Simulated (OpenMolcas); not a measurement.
**Pt⁴⁺: CASSCF and CASPT2 terms and fine-structure levels**

Which level of Pt⁴⁺ lies lowest, and where do the others fall? The reference wave functions come first, then spin-orbit coupling, then second-order correlation under several settings.

The numbers are computed with OpenMolcas 26.06 (state-averaged CASSCF and CASPT2, spin-orbit coupling by RASSI with atomic mean-field integrals), except any that are marked as measured or tabulated.

### Step 1. Starting point

```
Species                           : Pt⁴⁺ (platinum, Z = 78, 74 electrons)
Basis                             : ANO-R2 [8s6p5d3f1g], 81 functions
Scalar Hamiltonian                : X2C, finite nucleus
Inactive shells                   : 1s 2s 2p 3s 3p 3d 4s 4p 4d 4f 5s 5p
Active space                      : 6 electrons in 5 orbitals (5d)
Some configurations of this space : 5d6
Orbitals                          : optimised for each spin and parity, averaged over the low roots
```

Outer shells as boxes (Hund's rule):

5d6
```
5d [↑↓][↑ ][↑ ][↑ ][↑ ]
```

The work runs as a chain of OpenMolcas steps in one folder; each step below is one input file. Labels, J, g values, rates, χT and fits are worked out afterwards by a script from the matrices that RASSI stores.

### Step 2. GATEWAY and SEWARD: basis and integrals

The input, a.inp:

```
&GATEWAY
Coord
1

Pt 0.0 0.0 0.0
Basis=ANO-R2
Group=XYZ
NoMove
AngMom=0.0 0.0 0.0
AMFI
&SEWARD
```

Run with:

```sh
$ OMP_NUM_THREADS=1 MOLCAS_MEM=2252 MOLCAS_PROJECT=a pymolcas a.inp > a.log
```

### Step 3. CASSCF: quintets of even parity, 5 roots

The input, a.inp:

```
&RASSCF
FileOrb=start.orb
Symmetry=1
Spin=5
nActEl=6 0 0
Inactive=15 19
Ras2=5 0
CIRoot=5 5 1
SDav=5
CIMx=300
Iter=120 100
PrWF=0.3
OrbListing=Nothing
MaxOrb=0
Atom
>>> COPY $Project.JobIph JOB001
```

start.orb holds the contracted functions of the basis, ordered by shell, or the orbitals of the step before.

### Step 4. CASSCF: triplets of even parity, 30 roots

The input, a.inp:

```
&RASSCF
FileOrb=start.orb
Symmetry=1
Spin=3
nActEl=6 0 0
Inactive=15 19
Ras2=5 0
CIRoot=30 30 1
SDav=45
CIMx=300
Iter=120 100
PrWF=0.3
OrbListing=Nothing
MaxOrb=0
Atom
>>> COPY $Project.JobIph JOB002
```

### Step 5. CASSCF: singlets of even parity, 13 roots

The input, a.inp:

```
&RASSCF
FileOrb=start.orb
Symmetry=1
Spin=1
nActEl=6 0 0
Inactive=15 19
Ras2=5 0
CIRoot=13 13 1
SDav=50
CIMx=300
Iter=120 100
PrWF=0.3
OrbListing=Nothing
MaxOrb=0
Atom
>>> COPY $Project.JobIph JOB003
```

### Step 6. RASSI: spin-orbit coupling between the states

The input, a.inp:

```
&RASSI
NrOfJobIphs=3 5 30 13
1 2 3 4 5
1 2 3 4 5 6 7 8 9 10 11 12 13 14 15 16 17 18 19 20 21 22 23 24 25 26 27
28 29 30
1 2 3 4 5 6 7 8 9 10 11 12 13
IphNames
JOB001
JOB002
JOB003
EJob
SpinOrbit
DIPRint=1.0
SOCoupling=1000.0
Subsets=2
MEES
Property=10
'ANGMOM' 1 'ANGMOM' 2 'ANGMOM' 3 'MLTPL  1' 1 'MLTPL  1' 2 'MLTPL  1' 3
'AMFI' 1 'AMFI' 2 'AMFI' 3 'MLTPL  2' 6
SOProperty=3
'ANGMOM' 1 'ANGMOM' 2 'ANGMOM' 3
```

### Step 7. CASPT2: IPEA 0.6, imaginary shift 0.5 (closed shells correlated: none)

The input, a.inp:

```
>>> COPY JOB001 $Project.JobIph
&CASPT2
Multistate=5 1 2 3 4 5
Frozen=15 19
IPEA=0.6
Imaginary=0.5
MaxIter=60
WThr=0.0 0.3 0.05
PrWF=0.5
NoMix
>>> COPY JOB002 $Project.JobIph
&CASPT2
Multistate=30 1 2 3 4 5 6 7 8 9 10 11 12 13 14 15 16 17 18 19 20 21 22
23 24 25 26 27 28 29 30
Frozen=15 19
IPEA=0.6
Imaginary=0.5
MaxIter=60
WThr=0.0 0.3 0.05
PrWF=0.5
NoMix
>>> COPY JOB003 $Project.JobIph
&CASPT2
Multistate=13 1 2 3 4 5 6 7 8 9 10 11 12 13
Frozen=15 19
IPEA=0.6
Imaginary=0.5
MaxIter=60
WThr=0.0 0.3 0.05
PrWF=0.5
NoMix
```

### Step 8. CASPT2: IPEA 0.1, sigma2 regulariser 0.4 (closed shells correlated: none), extended multistate

The input, a.inp:

```
>>> COPY JOB001 $Project.JobIph
&CASPT2
XMultistate=5 1 2 3 4 5
Frozen=15 19
IPEA=0.1
Sig2=0.4
MaxIter=60
WThr=0.0 0.3 0.05
PrWF=0.5
NoMix
>>> COPY JOB002 $Project.JobIph
&CASPT2
XMultistate=30 1 2 3 4 5 6 7 8 9 10 11 12 13 14 15 16 17 18 19 20 21 22
23 24 25 26 27 28 29 30
Frozen=15 19
IPEA=0.1
Sig2=0.4
MaxIter=60
WThr=0.0 0.3 0.05
PrWF=0.5
NoMix
>>> COPY JOB003 $Project.JobIph
&CASPT2
XMultistate=13 1 2 3 4 5 6 7 8 9 10 11 12 13
Frozen=15 19
IPEA=0.1
Sig2=0.4
MaxIter=60
WThr=0.0 0.3 0.05
PrWF=0.5
NoMix
```

### Step 9. CASPT2: IPEA 0.1, sigma2 regulariser 0.1 (closed shells correlated: none)

The input, a.inp:

```
>>> COPY JOB001 $Project.JobIph
&CASPT2
Multistate=5 1 2 3 4 5
Frozen=15 19
IPEA=0.1
Sig2=0.1
MaxIter=60
WThr=0.0 0.3 0.05
PrWF=0.5
NoMix
>>> COPY JOB002 $Project.JobIph
&CASPT2
Multistate=30 1 2 3 4 5 6 7 8 9 10 11 12 13 14 15 16 17 18 19 20 21 22
23 24 25 26 27 28 29 30
Frozen=15 19
IPEA=0.1
Sig2=0.1
MaxIter=60
WThr=0.0 0.3 0.05
PrWF=0.5
NoMix
>>> COPY JOB003 $Project.JobIph
&CASPT2
Multistate=13 1 2 3 4 5 6 7 8 9 10 11 12 13
Frozen=15 19
IPEA=0.1
Sig2=0.1
MaxIter=60
WThr=0.0 0.3 0.05
PrWF=0.5
NoMix
```

(Steps that only read results are left out.)

**Question.** What will these runs give? Wanted: lowest level; first excited level; lowest level of another term; spin-orbit lowering of the lowest level; strongest of the lines computed, by gA.

The runs gave:

```
                                                                                      quantity                                                                      value
                                                                                        method  SS-CASPT2, IPEA 0.6, imaginary shift 0.5 (closed shells correlated: none)
                                                                                  lowest level                                      5d6 5D4, 87 % of that term, g = 1.467
                                                                   ground level listed by NIST                                                                        5D4
                                                                           first excited level                                                       5d6 5D3 at 7560 cm-1
                                                                  lowest level of another term                                                      5d6 3G5 at 22330 cm-1
                                                       spin-orbit lowering of the lowest level                                                                  9143 cm-1
strongest of the lines computed, by gA (one parity, so forbidden lines), at SS-CASPT2 energies                              5d6 3G4 → 5d6 5D4, 424.2 nm, A = 3.53e+01 s⁻¹
```

What each method costs and misses:

| method | time of its own steps | time with the reference | mean absolute difference from method B (cm-1) |
| --- | --- | --- | --- |
| A. CASSCF | 30 s | 30 s | 95 |
| B. SS-CASPT2, IPEA 0.6, imaginary shift 0.5, +none | 7.1 s | 37 s | 0 |
| C. XMS-CASPT2, IPEA 0.1, sigma2 regulariser 0.4, +none | 3.8 s | 34 s | 23 |
| D. SS-CASPT2, IPEA 0.1, sigma2 regulariser 0.1, +none | 7.8 s | 38 s | 85 |

Times are of one thread on a shared host.

**Reading.** The multiplet 5D is inverted; its intervals divided by the larger J differ by 125 % of their mean, where Landé's rule for pure LS coupling makes them equal. Second-order correlation (method B) scales the levels of the lowest configuration above 5000 cm⁻¹ by 0.97 to 1.01. Only the configurations of the active space and the roots asked for are present. Not all states of the active space went into the spin-orbit step. CASPT2 does not keep the components of a term degenerate, and the means are used. Only valence configurations of the active space appear, up to the ionisation limit; * or ° marks odd parity.
